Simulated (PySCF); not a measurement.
# TaCl6−: NMR shieldings

Wanted: NMR shieldings for TaCl6− (`[Cl][Ta-]([Cl])([Cl])([Cl])([Cl])[Cl]`).

Computed with PySCF 2.14.0 and routines of our own; the level stands in each step. Atoms count from 0.

### 1 The starting structure

7 atoms, charge -1, multiplicity 1; geometry from: GFN2-xTB.

### 2 NMR shieldings: PBE/pcSseg-1 Ta:us-x2c-TZVPall-2c, spin–orbit

What the job is given:

```
{"job": {"xc": "PBE", "basis": {"default": "pcSseg-1", "Ta": "us-x2c-TZVPall-2c"}, "rel": "so", "kind": "hnmr"}, "charge": -1, "multiplicity": 1}
Ta     0.000230     0.000150     0.000010
Cl    -0.007370     0.000390     2.357180
Cl     0.030560     0.018810    -2.356860
Cl     2.357080    -0.002360     0.013860
Cl    -2.356700    -0.017070    -0.024130
Cl    -0.019610     2.357100     0.013990
Cl    -0.004190    -2.357010    -0.004050
```

Method: PBE/pcSseg-1 Ta:us-x2c-TZVPall-2c GIAO NMR shielding, X2C with spin-orbit coupling, screened-nuclear two-electron part, Gaussian nuclei, gas phase.

Started as:

```console
> OMP_NUM_THREADS=1 python heavy_run.py task.json out
```

This one command runs all jobs of the session in turn.

What it wrote:

```text
spin-free SCF
coarse grid: 46776 points
cycle   1  E = -18373.2635362608  dE = -3.090e-02  |g| = 1.382e+00  |ddm| = 2.047e+01
cycle   2  E = -18365.4808803068  dE =  7.783e+00  |g| = 6.154e+00  |ddm| = 5.027e+00
cycle   3  E = -18373.4588911818  dE = -7.978e+00  |g| = 4.621e-01  |ddm| = 4.808e+00
cycle   4  E = -18373.3850161092  dE =  7.388e-02  |g| = 7.260e-01  |ddm| = 1.270e+00
cycle   5  E = -18373.5113460510  dE = -1.263e-01  |g| = 5.599e-02  |ddm| = 6.676e-01
cycle   6  E = -18373.5117185392  dE = -3.725e-04  |g| = 3.144e-02  |ddm| = 6.722e-02
cycle   7  E = -18373.5119426551  dE = -2.241e-04  |g| = 4.979e-03  |ddm| = 3.393e-02
cycle   8  E = -18373.5119472147  dE = -4.560e-06  |g| = 2.090e-03  |ddm| = 6.140e-03
final grid: 86032 points
cycle   9  E = -18373.4940686817  dE = -1.411e-05  |g| = 4.915e-03  |ddm| = 8.649e-03
cycle  10  E = -18373.4940339295  dE =  3.475e-05  |g| = 1.157e-02  |ddm| = 1.964e-02
cycle  11  E = -18373.4940757253  dE = -4.180e-05  |g| = 1.520e-03  |ddm| = 1.389e-02
cycle  12  E = -18373.4940761968  dE = -4.715e-07  |g| = 4.512e-04  |ddm| = 1.648e-03
cycle  13  E = -18373.4940762432  dE = -4.645e-08  |g| = 7.069e-05  |ddm| = 4.590e-04
cycle  14  E = -18373.4940762444  dE = -1.179e-09  |g| = 1.799e-05  |ddm| = 9.851e-05
converged SCF energy = -18373.4940762444
two-component SCF
cycle   1  E = -18366.7681547411  dE = -1.837e+04  |FDS-SDF| = 2.997e+02
cycle   2  E = -18384.3178259536  dE = -1.755e+01  |FDS-SDF| = 5.356e-01
cycle   3  E = -18384.3175577465  dE =  2.682e-04  |FDS-SDF| = 9.656e-02
cycle   4  E = -18384.3123309199  dE =  5.227e-03  |FDS-SDF| = 1.728e-01
cycle   5  E = -18384.3172335389  dE = -4.903e-03  |FDS-SDF| = 5.781e-02
cycle   6  E = -18384.3180795648  dE = -8.460e-04  |FDS-SDF| = 5.878e-03
cycle   7  E = -18384.3180881391  dE = -8.574e-06  |FDS-SDF| = 7.133e-04
cycle   8  E = -18384.3180882288  dE = -8.969e-08  |FDS-SDF| = 1.366e-04
cycle   9  E = -18384.3180882323  dE = -3.543e-09  |FDS-SDF| = 4.487e-05
converged, E = -18384.3180882323

Field gradients (au) and densities at the nuclei (bohr^-3)
atom        Vxx        Vyy        Vzz        centre      nuclear mean
  0 Ta     0.0006     0.0012    -0.0019    1282839.369    1215079.939
  1 Cl    -0.4697    -0.4880     0.9578       2816.915       2816.863
  2 Cl    -0.4694    -0.4884     0.9578       2816.915       2816.863
  3 Cl    -0.4569    -0.4997     0.9566       2816.915       2816.863
  4 Cl    -0.4572    -0.5005     0.9577       2816.915       2816.863
  5 Cl    -0.4612    -0.4960     0.9573       2816.915       2816.863
  6 Cl    -0.4610    -0.4969     0.9579       2816.915       2816.863
without picture change
  0 Ta                          -0.0020                   3303698.673

Core orbital energies (eV)
atom   shell        mean    spread
  0 Ta 1s       -67129.640   0.000
  0 Ta 2s       -11530.441   0.000
  0 Ta 3s        -2639.913   0.000
  0 Ta 4s         -535.859   0.000
  0 Ta 5s          -70.807   0.000
  0 Ta 2p1/2    -11017.520   0.000
  0 Ta 2p3/2     -9754.423   0.000
  0 Ta 3p1/2     -2412.731   0.000
  0 Ta 3p3/2     -2140.194   0.000
  0 Ta 4p1/2      -442.253   0.000
  0 Ta 4p3/2      -379.484   0.000
  0 Ta 5p1/2       -43.732   0.000
  0 Ta 5p3/2       -35.092   0.000
  0 Ta 3d3/2     -1757.493   0.000
  0 Ta 3d5/2     -1698.395   0.003
  0 Ta 4d3/2      -225.879   0.000
  0 Ta 4d5/2      -214.300   0.015
  0 Ta 4f5/2       -23.174   0.003
  0 Ta 4f7/2       -21.241   0.006
  1 Cl 1s        -2744.689   0.000
  1 Cl 2s         -247.288   0.000
  1 Cl 3s          -16.338   0.000
  1 Cl 2p1/2      -187.449   0.000
  1 Cl 2p3/2      -185.810   0.064
  2 Cl 1s        -2744.689   0.000
  2 Cl 2s         -247.288   0.000
  2 Cl 3s          -16.339   0.000
  2 Cl 2p1/2      -187.449   0.000
  2 Cl 2p3/2      -185.810   0.064
  3 Cl 1s        -2744.692   0.000
  3 Cl 2s         -247.290   0.000
  3 Cl 3s          -16.341   0.000
  3 Cl 2p1/2      -187.452   0.000
  3 Cl 2p3/2      -185.812   0.064
  4 Cl 1s        -2744.689   0.000
  4 Cl 2s         -247.288   0.000
  4 Cl 3s          -16.338   0.000
  4 Cl 2p1/2      -187.449   0.000
  4 Cl 2p3/2      -185.810   0.064
  5 Cl 1s        -2744.690   0.000
  5 Cl 2s         -247.289   0.000
  5 Cl 3s          -16.339   0.000
  5 Cl 2p1/2      -187.450   0.000
  5 Cl 2p3/2      -185.811   0.064
  6 Cl 1s        -2744.689   0.000
  6 Cl 2s         -247.288   0.000
  6 Cl 3s          -16.338   0.000
  6 Cl 2p1/2      -187.449   0.000
  6 Cl 2p3/2      -185.810   0.064

vertical triplet (scalar unrestricted SCF): 3.318 eV

Shielding tensors (ppm)
atom      isotropic    diamagn.    paramagn.     s11        s22        s33       span
  0 Ta     4528.85     7643.65    -3114.80    4528.23    4529.14    4529.19       0.96
  1 Cl      387.03     1123.32     -736.30     259.42     267.92     633.74     374.31
  2 Cl      387.00     1123.32     -736.32     259.24     268.08     633.69     374.46
  3 Cl      386.89     1123.32     -736.43     253.55     273.44     633.69     380.14
  4 Cl      386.90     1123.32     -736.42     253.58     273.76     633.37     379.79
  5 Cl      386.98     1123.32     -736.34     255.53     271.68     633.73     378.20
  6 Cl      386.97     1123.32     -736.35     255.31     272.10     633.49     378.18
```

Wall time 2.8 min (1 thread of Intel Xeon 6975P-C, shared host); peak memory 1.7 GiB.

From this job:

```tsv
quantity	value
energy from spin-orbit coupling	-10.8240 Eh
```

### 3 NMR shieldings: PBE/pcSseg-1 Ta:us-x2c-TZVPall-2c, spin-free

What the job is given:

```
{"job": {"xc": "PBE", "basis": {"default": "pcSseg-1", "Ta": "us-x2c-TZVPall-2c"}, "rel": "sf", "kind": "hnmr"}, "charge": -1, "multiplicity": 1}
Ta     0.000230     0.000150     0.000010
Cl    -0.007370     0.000390     2.357180
Cl     0.030560     0.018810    -2.356860
Cl     2.357080    -0.002360     0.013860
Cl    -2.356700    -0.017070    -0.024130
Cl    -0.019610     2.357100     0.013990
Cl    -0.004190    -2.357010    -0.004050
```

Level: PBE/pcSseg-1 Ta:us-x2c-TZVPall-2c GIAO NMR shielding, spin-free X2C, Gaussian nuclei, gas phase.

What it wrote:

```text
spin-free SCF
coarse grid: 46776 points
cycle   1  E = -18373.2635362608  dE = -3.090e-02  |g| = 1.382e+00  |ddm| = 2.047e+01
cycle   2  E = -18365.4808803068  dE =  7.783e+00  |g| = 6.154e+00  |ddm| = 5.027e+00
cycle   3  E = -18373.4588911818  dE = -7.978e+00  |g| = 4.621e-01  |ddm| = 4.808e+00
cycle   4  E = -18373.3850161092  dE =  7.388e-02  |g| = 7.260e-01  |ddm| = 1.270e+00
cycle   5  E = -18373.5113460510  dE = -1.263e-01  |g| = 5.599e-02  |ddm| = 6.676e-01
cycle   6  E = -18373.5117185392  dE = -3.725e-04  |g| = 3.144e-02  |ddm| = 6.722e-02
cycle   7  E = -18373.5119426551  dE = -2.241e-04  |g| = 4.979e-03  |ddm| = 3.393e-02
cycle   8  E = -18373.5119472147  dE = -4.560e-06  |g| = 2.090e-03  |ddm| = 6.140e-03
final grid: 86032 points
cycle   9  E = -18373.4940686817  dE = -1.411e-05  |g| = 4.915e-03  |ddm| = 8.649e-03
cycle  10  E = -18373.4940339295  dE =  3.475e-05  |g| = 1.157e-02  |ddm| = 1.964e-02
cycle  11  E = -18373.4940757253  dE = -4.180e-05  |g| = 1.520e-03  |ddm| = 1.389e-02
cycle  12  E = -18373.4940761968  dE = -4.715e-07  |g| = 4.512e-04  |ddm| = 1.648e-03
cycle  13  E = -18373.4940762432  dE = -4.645e-08  |g| = 7.069e-05  |ddm| = 4.590e-04
cycle  14  E = -18373.4940762444  dE = -1.179e-09  |g| = 1.799e-05  |ddm| = 9.851e-05
converged SCF energy = -18373.4940762444
check of the scalar solution
cycle   1  E = -18373.4940762445  dE = -1.837e+04  |FDS-SDF| = 9.267e+00
cycle   2  E = -18373.4950875061  dE = -1.011e-03  |FDS-SDF| = 8.242e-03
cycle   3  E = -18373.4950875054  dE =  6.694e-10  |FDS-SDF| = 7.675e-05
converged, E = -18373.4950875054

Field gradients (au) and densities at the nuclei (bohr^-3)
atom        Vxx        Vyy        Vzz        centre      nuclear mean
  0 Ta     0.0006     0.0010    -0.0017    1277035.327    1209357.085
  1 Cl    -0.4661    -0.4845     0.9506       2816.929       2816.877
  2 Cl    -0.4659    -0.4848     0.9507       2816.929       2816.877
  3 Cl    -0.4534    -0.4962     0.9496       2816.929       2816.878
  4 Cl    -0.4538    -0.4969     0.9507       2816.929       2816.878
  5 Cl    -0.4577    -0.4926     0.9502       2816.929       2816.877
  6 Cl    -0.4576    -0.4933     0.9509       2816.929       2816.877
without picture change
  0 Ta                          -0.0019                   3304126.091

Core orbital energies (eV)
atom   shell        mean    spread
  0 Ta 1s       -67142.019   0.000
  0 Ta 2s       -11533.240   0.000
  0 Ta 3s        -2640.769   0.000
  0 Ta 4s         -536.100   0.000
  0 Ta 5s          -70.864   0.000
  0 Ta 2p       -10140.118   0.000
  0 Ta 3p        -2224.121   0.000
  0 Ta 4p         -398.740   0.000
  0 Ta 5p          -37.721   0.000
  0 Ta 3d        -1722.369   0.006
  0 Ta 4d         -219.005   0.025
  0 Ta 4f          -22.160   0.011
  1 Cl 1s        -2744.688   0.000
  1 Cl 2s         -247.288   0.000
  1 Cl 3s          -16.340   0.000
  1 Cl 2p         -186.355   0.097
  2 Cl 1s        -2744.688   0.000
  2 Cl 2s         -247.288   0.000
  2 Cl 3s          -16.340   0.000
  2 Cl 2p         -186.356   0.097
  3 Cl 1s        -2744.688   0.000
  3 Cl 2s         -247.288   0.000
  3 Cl 3s          -16.341   0.000
  3 Cl 2p         -186.356   0.097
  4 Cl 1s        -2744.686   0.000
  4 Cl 2s         -247.286   0.000
  4 Cl 3s          -16.339   0.000
  4 Cl 2p         -186.353   0.097
  5 Cl 1s        -2744.688   0.000
  5 Cl 2s         -247.288   0.000
  5 Cl 3s          -16.341   0.000
  5 Cl 2p         -186.356   0.097
  6 Cl 1s        -2744.687   0.000
  6 Cl 2s         -247.287   0.000
  6 Cl 3s          -16.339   0.000
  6 Cl 2p         -186.354   0.097

Shielding tensors (ppm)
atom      isotropic    diamagn.    paramagn.     s11        s22        s33       span
  0 Ta     1337.72     8727.51    -7389.79    1337.13    1337.98    1338.06       0.93
  1 Cl      386.28     1141.02     -754.73     255.26     264.07     639.51     384.25
  2 Cl      386.26     1141.02     -754.76     255.11     264.20     639.47     384.36
  3 Cl      386.23     1141.02     -754.79     249.35     269.90     639.45     390.10
  4 Cl      386.23     1141.02     -754.79     249.37     270.18     639.12     389.75
  5 Cl      386.26     1141.02     -754.76     251.28     268.00     639.50     388.22
  6 Cl      386.24     1141.02     -754.78     251.10     268.36     639.25     388.15
```

It took 39 s on 1 thread of Intel Xeon 6975P-C, shared host; peak memory 1.6 GiB.

### 4 NMR shieldings: PBE/pcSseg-1 Ta:us-x2c-TZVPall-2c in water, spin–orbit

What the job is given:

```
{"job": {"xc": "PBE", "basis": {"default": "pcSseg-1", "Ta": "us-x2c-TZVPall-2c"}, "rel": "so", "solvent": "water", "kind": "hnmr"}, "charge": -1, "multiplicity": 1}
Ta     0.000230     0.000150     0.000010
Cl    -0.007370     0.000390     2.357180
Cl     0.030560     0.018810    -2.356860
Cl     2.357080    -0.002360     0.013860
Cl    -2.356700    -0.017070    -0.024130
Cl    -0.019610     2.357100     0.013990
Cl    -0.004190    -2.357010    -0.004050
```

Level: PBE/pcSseg-1 Ta:us-x2c-TZVPall-2c GIAO NMR shielding, X2C with spin-orbit coupling, screened-nuclear two-electron part, Gaussian nuclei, IEF-PCM water.

What it wrote:

```text
spin-free SCF
coarse grid: 46776 points
cycle   1  E = -18373.3247211013  dE = -9.156e-02  |g| = 1.390e+00  |ddm| = 2.047e+01
cycle   2  E = -18365.5195506019  dE =  7.805e+00  |g| = 6.154e+00  |ddm| = 5.113e+00
cycle   3  E = -18373.5413737735  dE = -8.022e+00  |g| = 4.008e-01  |ddm| = 4.812e+00
cycle   4  E = -18373.4911877007  dE =  5.019e-02  |g| = 6.014e-01  |ddm| = 1.076e+00
cycle   5  E = -18373.5793453594  dE = -8.816e-02  |g| = 4.515e-02  |ddm| = 5.688e-01
cycle   6  E = -18373.5795372018  dE = -1.918e-04  |g| = 2.547e-02  |ddm| = 5.785e-02
cycle   7  E = -18373.5796925521  dE = -1.554e-04  |g| = 4.291e-03  |ddm| = 2.846e-02
cycle   8  E = -18373.5796966926  dE = -4.140e-06  |g| = 5.416e-04  |ddm| = 3.851e-03
final grid: 86032 points
cycle   9  E = -18373.5618214359  dE = -1.953e-05  |g| = 2.011e-03  |ddm| = 2.944e-03
cycle  10  E = -18373.5618108988  dE =  1.054e-05  |g| = 7.062e-03  |ddm| = 7.602e-03
cycle  11  E = -18373.5618222353  dE = -1.134e-05  |g| = 2.404e-04  |ddm| = 6.072e-03
cycle  12  E = -18373.5618222289  dE =  6.406e-09  |g| = 2.684e-04  |ddm| = 5.302e-04
cycle  13  E = -18373.5618222490  dE = -2.003e-08  |g| = 2.779e-05  |ddm| = 3.206e-04
cycle  14  E = -18373.5618222492  dE = -2.110e-10  |g| = 4.952e-06  |ddm| = 3.104e-05
converged SCF energy = -18373.5618222492
two-component SCF
cycle   1  E = -18366.8358974374  dE = -1.837e+04  |FDS-SDF| = 2.997e+02
cycle   2  E = -18384.3855830140  dE = -1.755e+01  |FDS-SDF| = 5.356e-01
cycle   3  E = -18384.3853511578  dE =  2.319e-04  |FDS-SDF| = 9.552e-02
cycle   4  E = -18384.3809258081  dE =  4.425e-03  |FDS-SDF| = 1.608e-01
cycle   5  E = -18384.3850397941  dE = -4.114e-03  |FDS-SDF| = 5.579e-02
cycle   6  E = -18384.3858364447  dE = -7.967e-04  |FDS-SDF| = 5.614e-03
cycle   7  E = -18384.3858446075  dE = -8.163e-06  |FDS-SDF| = 5.774e-04
cycle   8  E = -18384.3858446632  dE = -5.574e-08  |FDS-SDF| = 9.229e-05
cycle   9  E = -18384.3858446651  dE = -1.888e-09  |FDS-SDF| = 1.488e-05
converged, E = -18384.3858446651

Field gradients (au) and densities at the nuclei (bohr^-3)
atom        Vxx        Vyy        Vzz        centre      nuclear mean
  0 Ta     0.0006     0.0012    -0.0018    1282839.667    1215080.222
  1 Cl    -0.4532    -0.4718     0.9251       2816.923       2816.871
  2 Cl    -0.4529    -0.4721     0.9251       2816.923       2816.871
  3 Cl    -0.4403    -0.4837     0.9240       2816.923       2816.871
  4 Cl    -0.4406    -0.4844     0.9250       2816.923       2816.871
  5 Cl    -0.4446    -0.4800     0.9246       2816.923       2816.871
  6 Cl    -0.4444    -0.4808     0.9252       2816.923       2816.871
without picture change
  0 Ta                          -0.0019                   3303699.447

Core orbital energies (eV)
atom   shell        mean    spread
  0 Ta 1s       -67133.377   0.000
  0 Ta 2s       -11534.179   0.000
  0 Ta 3s        -2643.652   0.000
  0 Ta 4s         -539.598   0.000
  0 Ta 5s          -74.548   0.000
  0 Ta 2p1/2    -11021.258   0.000
  0 Ta 2p3/2     -9758.161   0.000
  0 Ta 3p1/2     -2416.470   0.000
  0 Ta 3p3/2     -2143.933   0.000
  0 Ta 4p1/2      -445.992   0.000
  0 Ta 4p3/2      -383.223   0.000
  0 Ta 5p1/2       -47.474   0.000
  0 Ta 5p3/2       -38.835   0.000
  0 Ta 3d3/2     -1761.233   0.000
  0 Ta 3d5/2     -1702.134   0.004
  0 Ta 4d3/2      -229.618   0.000
  0 Ta 4d5/2      -218.039   0.015
  0 Ta 4f5/2       -26.913   0.004
  0 Ta 4f7/2       -24.980   0.006
  1 Cl 1s        -2748.443   0.000
  1 Cl 2s         -251.042   0.000
  1 Cl 3s          -20.098   0.000
  1 Cl 2p1/2      -191.203   0.000
  1 Cl 2p3/2      -189.564   0.062
  2 Cl 1s        -2748.443   0.000
  2 Cl 2s         -251.042   0.000
  2 Cl 3s          -20.098   0.000
  2 Cl 2p1/2      -191.203   0.000
  2 Cl 2p3/2      -189.564   0.062
  3 Cl 1s        -2748.444   0.000
  3 Cl 2s         -251.043   0.000
  3 Cl 3s          -20.100   0.000
  3 Cl 2p1/2      -191.204   0.000
  3 Cl 2p3/2      -189.565   0.062
  4 Cl 1s        -2748.443   0.000
  4 Cl 2s         -251.042   0.000
  4 Cl 3s          -20.098   0.000
  4 Cl 2p1/2      -191.203   0.000
  4 Cl 2p3/2      -189.564   0.062
  5 Cl 1s        -2748.444   0.000
  5 Cl 2s         -251.043   0.000
  5 Cl 3s          -20.099   0.000
  5 Cl 2p1/2      -191.204   0.000
  5 Cl 2p3/2      -189.565   0.062
  6 Cl 1s        -2748.443   0.000
  6 Cl 2s         -251.042   0.000
  6 Cl 3s          -20.098   0.000
  6 Cl 2p1/2      -191.203   0.000
  6 Cl 2p3/2      -189.564   0.062

Shielding tensors (ppm)
atom      isotropic    diamagn.    paramagn.     s11        s22        s33       span
  0 Ta     4506.41     7644.23    -3137.82    4505.78    4506.70    4506.76       0.98
  1 Cl      387.78     1123.16     -735.38     261.49     270.21     631.64     370.14
  2 Cl      387.79     1123.16     -735.37     261.35     270.42     631.60     370.25
  3 Cl      387.55     1123.16     -735.61     255.36     275.79     631.52     376.15
  4 Cl      387.79     1123.16     -735.37     255.68     276.38     631.31     375.63
  5 Cl      387.70     1123.16     -735.46     257.46     274.05     631.60     374.14
  6 Cl      387.79     1123.16     -735.37     257.38     274.58     631.41     374.04
```

Run time: 2.2 min. Hardware: 1 thread of Intel Xeon 6975P-C, shared host; peak memory 1.7 GiB.

Key values:

```tsv
quantity	value
energy from spin-orbit coupling	-10.8240 Eh
```

### 5 NMR shieldings: PBE/pcSseg-1 Ta:us-x2c-TZVPall-2c in water, spin-free

What the job is given:

```
{"job": {"xc": "PBE", "basis": {"default": "pcSseg-1", "Ta": "us-x2c-TZVPall-2c"}, "rel": "sf", "solvent": "water", "kind": "hnmr"}, "charge": -1, "multiplicity": 1}
Ta     0.000230     0.000150     0.000010
Cl    -0.007370     0.000390     2.357180
Cl     0.030560     0.018810    -2.356860
Cl     2.357080    -0.002360     0.013860
Cl    -2.356700    -0.017070    -0.024130
Cl    -0.019610     2.357100     0.013990
Cl    -0.004190    -2.357010    -0.004050
```

Level: PBE/pcSseg-1 Ta:us-x2c-TZVPall-2c GIAO NMR shielding, spin-free X2C, Gaussian nuclei, IEF-PCM water.

What it wrote:

```text
spin-free SCF
coarse grid: 46776 points
cycle   1  E = -18373.3247211013  dE = -9.156e-02  |g| = 1.390e+00  |ddm| = 2.047e+01
cycle   2  E = -18365.5195506019  dE =  7.805e+00  |g| = 6.154e+00  |ddm| = 5.113e+00
cycle   3  E = -18373.5413737735  dE = -8.022e+00  |g| = 4.008e-01  |ddm| = 4.812e+00
cycle   4  E = -18373.4911877007  dE =  5.019e-02  |g| = 6.014e-01  |ddm| = 1.076e+00
cycle   5  E = -18373.5793453594  dE = -8.816e-02  |g| = 4.515e-02  |ddm| = 5.688e-01
cycle   6  E = -18373.5795372018  dE = -1.918e-04  |g| = 2.547e-02  |ddm| = 5.785e-02
cycle   7  E = -18373.5796925521  dE = -1.554e-04  |g| = 4.291e-03  |ddm| = 2.846e-02
cycle   8  E = -18373.5796966926  dE = -4.140e-06  |g| = 5.416e-04  |ddm| = 3.851e-03
final grid: 86032 points
cycle   9  E = -18373.5618214359  dE = -1.953e-05  |g| = 2.011e-03  |ddm| = 2.944e-03
cycle  10  E = -18373.5618108988  dE =  1.054e-05  |g| = 7.062e-03  |ddm| = 7.602e-03
cycle  11  E = -18373.5618222353  dE = -1.134e-05  |g| = 2.404e-04  |ddm| = 6.072e-03
cycle  12  E = -18373.5618222289  dE =  6.406e-09  |g| = 2.684e-04  |ddm| = 5.302e-04
cycle  13  E = -18373.5618222490  dE = -2.003e-08  |g| = 2.779e-05  |ddm| = 3.206e-04
cycle  14  E = -18373.5618222492  dE = -2.110e-10  |g| = 4.952e-06  |ddm| = 3.104e-05
converged SCF energy = -18373.5618222492
check of the scalar solution
cycle   1  E = -18373.5618222492  dE = -1.837e+04  |FDS-SDF| = 9.267e+00
cycle   2  E = -18373.5628335166  dE = -1.011e-03  |FDS-SDF| = 8.242e-03
cycle   3  E = -18373.5628335164  dE =  2.365e-10  |FDS-SDF| = 7.029e-05
converged, E = -18373.5628335164

Field gradients (au) and densities at the nuclei (bohr^-3)
atom        Vxx        Vyy        Vzz        centre      nuclear mean
  0 Ta     0.0006     0.0012    -0.0018    1277035.619    1209357.362
  1 Cl    -0.4497    -0.4683     0.9180       2816.937       2816.885
  2 Cl    -0.4494    -0.4686     0.9180       2816.937       2816.885
  3 Cl    -0.4367    -0.4801     0.9168       2816.937       2816.886
  4 Cl    -0.4370    -0.4809     0.9179       2816.937       2816.885
  5 Cl    -0.4411    -0.4764     0.9175       2816.937       2816.885
  6 Cl    -0.4409    -0.4772     0.9181       2816.937       2816.885
without picture change
  0 Ta                          -0.0020                   3304126.860

Core orbital energies (eV)
atom   shell        mean    spread
  0 Ta 1s       -67145.758   0.000
  0 Ta 2s       -11536.979   0.000
  0 Ta 3s        -2644.508   0.000
  0 Ta 4s         -539.839   0.000
  0 Ta 5s          -74.604   0.000
  0 Ta 2p       -10143.857   0.000
  0 Ta 3p        -2227.861   0.000
  0 Ta 4p         -402.480   0.000
  0 Ta 5p          -41.464   0.000
  0 Ta 3d        -1726.108   0.006
  0 Ta 4d         -222.745   0.025
  0 Ta 4f          -25.900   0.012
  1 Cl 1s        -2748.440   0.000
  1 Cl 2s         -251.040   0.000
  1 Cl 3s          -20.099   0.000
  1 Cl 2p         -190.108   0.093
  2 Cl 1s        -2748.441   0.000
  2 Cl 2s         -251.040   0.000
  2 Cl 3s          -20.099   0.000
  2 Cl 2p         -190.108   0.093
  3 Cl 1s        -2748.442   0.000
  3 Cl 2s         -251.042   0.000
  3 Cl 3s          -20.101   0.000
  3 Cl 2p         -190.109   0.094
  4 Cl 1s        -2748.440   0.000
  4 Cl 2s         -251.040   0.000
  4 Cl 3s          -20.099   0.000
  4 Cl 2p         -190.107   0.094
  5 Cl 1s        -2748.441   0.000
  5 Cl 2s         -251.041   0.000
  5 Cl 3s          -20.100   0.000
  5 Cl 2p         -190.109   0.094
  6 Cl 1s        -2748.440   0.000
  6 Cl 2s         -251.040   0.000
  6 Cl 3s          -20.099   0.000
  6 Cl 2p         -190.108   0.094

Shielding tensors (ppm)
atom      isotropic    diamagn.    paramagn.     s11        s22        s33       span
  0 Ta     1313.52     8728.08    -7414.56    1312.92    1313.78    1313.85       0.93
  1 Cl      386.77     1140.85     -754.08     257.17     266.18     636.96     379.79
  2 Cl      386.78     1140.85     -754.07     257.02     266.39     636.92     379.90
  3 Cl      386.56     1140.85     -754.30     250.86     271.96     636.85     385.99
  4 Cl      386.78     1140.86     -754.08     251.16     272.54     636.63     385.48
  5 Cl      386.69     1140.85     -754.16     253.01     270.15     636.92     383.91
  6 Cl      386.77     1140.85     -754.08     252.91     270.68     636.73     383.83
```

It took 39 s on 1 thread of Intel Xeon 6975P-C, shared host; peak memory 1.4 GiB.

(Part 1 of 2 ends here.)
